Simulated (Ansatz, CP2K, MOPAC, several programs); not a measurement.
Energy against volume for an ordered 4-atom cell of KScS₂ on the rocksalt lattice (P4/mmm), at fixed shape and fractional coordinates, computed by several methods (PBE and r2SCAN, where shown, with plane waves in Ansatz); the cell shown is that of r2SCAN. With free coordinates or axes held, a curve is too stiff, and on another method's shape its minimum isn't the method's own volume. Space group P4/mmm (No. 123), tetragonal; conventional cell a = 4.035 Å, c = 5.465 Å, 22.25 Å³ an atom. K has 6 S at 2.73–2.85 Å; S has 2 K at 2.73 Å and 4 Sc at 2.85 Å; Sc has 6 S at 2.73–2.85 Å; S has 2 Sc at 2.73 Å and 4 K at 2.85 Å. Values at 0 K without nuclear motion; spin polarisation is off, and the phase may be a hypothetical one. Energies count from each curve's lowest point; fits are third-order Birch-Murnaghan.

```yaml
crystal:
  lattice:
    - [4.03526, 0.00000, 0.00000]
    - [0.00000, 4.03526, 0.00000]
    - [0.00000, 0.00000, 5.46549]
  atoms:
    - { symbol: K, position: [0.00000, 0.00000, 0.00000] }
    - { symbol: S, position: [0.00000, 0.00000, 0.50000] }
    - { symbol: Sc, position: [0.50000, 0.50000, 0.50000] }
    - { symbol: S, position: [0.50000, 0.50000, 0.00000] }
```

PBE/SZV (CP2K), on the shape of the cell shown:
```csv
V (Å³/atom),E (meV/atom)
19.579,47.19
20.914,1.57
22.249,0.00
23.584,29.35
24.919,80.34
```
V₀ = 21.62 Å³ an atom and B₀ = 70 GPa.

PBE/DZVP (CP2K), on the shape of the cell shown:

| V (Å³/atom) | E (meV/atom) |
| --- | --- |
| 19.579 | 79.68 |
| 20.914 | 19.45 |
| 22.249 | 0.00 |
| 23.584 | 10.31 |
| 24.919 | 42.37 |

V₀ = 22.39 Å³ an atom and B₀ = 57 GPa.

PBE, on the shape of its own relaxed cell:
```
V (Å³/atom)  E (meV/atom)
     21.145         16.26
     21.820          3.85
     22.495          0.00
     23.169          3.47
     23.844         13.17
```
V₀ = 22.49 Å³ an atom and B₀ = 58 GPa.

PM7 (MOPAC), on the shape of the cell shown, as a cluster of 72 atoms at the zone centre:
```tsv
V (Å³/atom)	E (meV/atom)
19.579	1470.59
20.914	910.62
22.249	503.65
23.584	219.13
24.919	0.00
```
The lowest point is an end point, so the minimum isn't bracketed.

light PBE (260 eV, its own mesh), on the shape of the cell shown:
```
V (Å³/atom)  E (meV/atom)
     20.469         60.44
     21.359         16.38
     22.249          0.00
     23.139          2.32
     24.029          0.00
     24.919         20.50
```
The points scatter about a smooth fit, as a low cutoff and a light mesh can make them, so no fit is quoted.
